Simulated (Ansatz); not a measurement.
Runs of Ansatz 0.2.0 on CsLiCr2Te2S3. Symmetry: Pm, No. 6, monoclinic system. Conventional cell: a = 7.057 Å, b = 3.981 Å, c = 9.084 Å, α = 90.00°, β = 107.12°, γ = 90.00°. Cs (site symmetry m) has 3 S at 3.44 to 3.50 Å and 1 Te at 3.93 Å as nearest neighbours. Li (site symmetry m) is surrounded by 3 S at 2.21 to 2.30 Å. Cr (site symmetry m) has 5 S at 2.47 to 2.63 Å and 1 Te at 2.79 Å and 2 Li at 2.81 Å as nearest neighbours. Cr (site symmetry m) has 2 S at 2.34 to 2.50 Å as nearest neighbours. Te (site symmetry m) is surrounded by 3 Cr at 2.76 to 2.79 Å. Te (site symmetry m) has 1 S at 2.48 Å and 2 Cr at 2.80 Å as nearest neighbours. Around S (site symmetry m) lie 2 Li at 2.21 Å and 1 Te at 2.48 Å and 1 Cr at 2.51 Å. S (site symmetry m) has 3 Cr at 2.34 to 2.47 Å and 1 Li at 2.63 Å as nearest neighbours. The cell was built by a generator and needn't be a form met in nature.

```tsv
task	level	spin	U	k mesh	cutoff (eV)	hubbard projectors	double counting	points for each segment of the path	gap on the mesh (eV)	pressure (GPa)	moment (μB)	largest force (eV/Å)
single point	PBE	collinear, ferromagnetic start	-	4 × 7 × 3	420	-	-	-	0.48	0.0	6.00	0.01
projected density of states	PBE+U	collinear, ferromagnetic start	Cr d U = 6 eV	4 × 7 × 3	420	ortho-atomic (the default)	fll (the default)	-	0.08	3.6	6.01	0.78
projected density of states	PBE+U	collinear, ferromagnetic start	Cr d U = 2 eV	4 × 7 × 3	420	ortho-atomic (the default)	fll (the default)	-	(b)	1.1	6.00	0.23
band structure	r2SCAN	non-collinear, ferromagnetic start, SOC	-	3 × 5 × 3	500	-	-	10	(a)	0.0	6.01	0.30
band structure	PBE	collinear, ferromagnetic start	-	4 × 7 × 3	420	-	-	10	0.48	0.0	6.00	0.01
projected density of states	PBE+U	collinear, ferromagnetic start	Cr d U = 4 eV	4 × 7 × 3	420	ortho-atomic (the default)	fll (the default)	-	0.22	2.3	6.00	0.50
projected density of states	PBE+U	collinear, ferromagnetic start	Cr d U = 8 eV	4 × 7 × 3	420	ortho-atomic (the default)	fll (the default)	-	none	4.9	6.03	1.02
```

Alike in all rows: potentials or basis Ansatz PAW; cell as given; smearing fermi-dirac 0.05 eV.

**Question.** Estimate the missing entries.

**Answer.** (a) 0.73; (b) 0.37.

Caveats: spin-orbit coupling is left out, which moves the levels of the heavy elements (some runs); the magnetic or orbital state may not be the lowest (some runs); odd divisions of the mesh miss points on the zone boundary, where band edges often lie, so the gap on the mesh can be too wide (some runs); the k mesh misses the band edges, so the gap on the mesh is wider than the one along the path (some runs); the PAW data sets come from PBE, with cores solved anew for the run's functional, which leaves a small shift of forces and pressure (some runs); forces of over 1 eV/Å show positions far from the minimum, so gaps and moduli don't describe the material at rest (some runs).

A k mesh can miss the band edges, and rows without SOC leave out spin-orbit coupling on Cs, Te.

A gap of «none» marks a metal or a gap under the smearing width.
